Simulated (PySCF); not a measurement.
# C4H9FOSi: the cost of one run

The runs use PySCF 2.14.0, with density-fitted response routines of our own; the level of theory stands in each step. All values are computed, except where a source is named. Atoms count from 0, in the outputs and in this text.

## Step 1: Starting geometry

16 atoms, charge 0, multiplicity 1; geometry from: GFN2-xTB.

Bonds of the start (Å): C0–C1 1.33, C1–C2 1.51, C2–C3 1.53, C3–F4 1.38, C1–Si5 1.90, Si5–O6 1.62, C0–H7 1.08, C0–H8 1.08, C2–H9 1.09, C2–H10 1.09, C3–H11 1.09, C3–H12 1.09, Si5–H13 1.45, Si5–H14 1.47, O6–H15 0.96.

## Step 2: Ultraviolet spectrum: PBE0/def2-SVPD

The job: settings as JSON, then the geometry in Å.

```
{"job": {"kind": "uv", "xc": "PBE0", "basis": "def2-SVPD", "nstates": 8, "ntriplets": 3}, "charge": 0, "multiplicity": 1}
C     -0.264779    -1.778078    -0.914667
C     -0.008931    -0.805333    -0.051468
C      1.237306     0.027377    -0.222609
C      0.946271     1.367942    -0.889381
F      0.300704     2.227680    -0.024742
Si    -1.163778    -0.422770     1.408425
O     -2.009087     0.945919     1.212415
H      0.393779    -2.014036    -1.739515
H     -1.147108    -2.388968    -0.829092
H      1.701881     0.218890     0.747134
H      1.957560    -0.496214    -0.856411
H      0.288899     1.249924    -1.756258
H      1.871101     1.874511    -1.182885
H     -2.221294    -1.418355     1.490703
H     -0.313754    -0.348946     2.603135
H     -1.576369     1.769400     0.993807
```

Level: TDDFT PBE0/def2-SVPD, vertical, gas phase, core orbitals frozen in the response.

Started as:

```
$ OMP_NUM_THREADS=1 python probes_run.py task.json out
```

One launch serves the whole session: the jobs run in the order shown.

Q: Estimate the wall time and peak memory of this job on 1 thread of Arm Neoverse V1, shared host.

About 47 s, with a peak of 0.82 GiB.
